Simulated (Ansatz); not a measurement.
# TiRh: how the settings move a relaxation

How sensitive is a relaxation of TiRh to its settings? A reference run comes first, then one run with altered input.

Program: Ansatz 0.2.0. Level of theory: reference: DFT, PBEsol, PAW with Ansatz's default frozen-core files, scalar-relativistic; relaxation of cell and atoms. These are calculated values, not measurements.

## 1. The system as given

Symmetry: P4/mmm, No. 123, tetragonal system. The conventional cell has a = 2.988 Å, b = 2.988 Å, c = 3.350 Å, α = 90.00°, β = 90.00°, γ = 90.00°. Ti (site symmetry 4/mmm) is surrounded by 8 Rh at 2.70 Å and 4 Ti at 2.99 Å. Rh (site symmetry 4/mmm) is surrounded by 8 Ti at 2.70 Å and 4 Rh at 2.99 Å.

Structure file:

```
Ti Rh
1.0
     2.98800    0.00000    0.00000
     0.00000    2.98800    0.00000
     0.00000    0.00000    3.35000
Ti Rh
1 1
Direct
  0.50000 0.50000 0.50000
  0.00000 0.00000 0.00000
```

## 2. The reference run

Input file input.yaml:

```yaml
crystal:
  lattice:
    - [2.988, 0.0, 0.0]
    - [0.0, 2.988, 0.0]
    - [0.0, 0.0, 3.35]
  atoms:
    - { symbol: Ti, position: [0.5, 0.5, 0.5] }
    - { symbol: Rh, position: [0.0, 0.0, 0.0] }
kpoints:
  mp_grid: { grid: [12, 12, 10] }
scf:
  occupations: { method: fermi_dirac, width: 0.1 }
hamiltonian:
  xc: pbesol
  pseudopotentials: { kind: paw }
relax:
  f_tol: 0.002
  max_steps: 80
  cell: {}
output:
  forces: true
  stress: true
```

Run with:

```bash
$ ansatz run input.yaml --threads 1 --pin off --max-ram 3072MiB --backend cpu --events-out ev --progress --plain --runs-dir out
```

## 3. Changed: occupations.method tetrahedron, lower_state_search off, dispersion d3bj, width left out

Changes to input.yaml since step 2:

```diff
@@ -11,3 +11,4 @@
 scf:
-  occupations: { method: fermi_dirac, width: 0.1 }
+  occupations: { method: tetrahedron }
+  lower_state_search: "off"
 hamiltonian:
@@ -15,2 +16,3 @@
   pseudopotentials: { kind: paw }
+  dispersion: d3bj
 relax:
```

Before running it: what results should come out? Wanted: for each run, ending; energy change; pressure; gap; force.

The runs gave:

| run | ending | energy change | pressure (GPa) | gap (eV) | force (eV/Å) | cycles | time |
| --- | --- | --- | --- | --- | --- | --- | --- |
| reference | converged | 0 | 0.0 | 0.00 | 0.00 | 36 | 13 s |
| 1: occupations.method tetrahedron, lower_state_search off, dispersion d3bj, width left out | converged | -656.7 meV/atom (σ→0) (offset of the dispersion model) | 0.0 | 0.00 | 0.00 | 52 | 18 s |

**Reading.** Changing the smearing, search for lower states and dispersion term moves the energy by -656.7 meV/atom (σ→0 values), and the final volume goes from 28.88 to 27.90 Å³. Cost: 52 SCF cycles against 36.
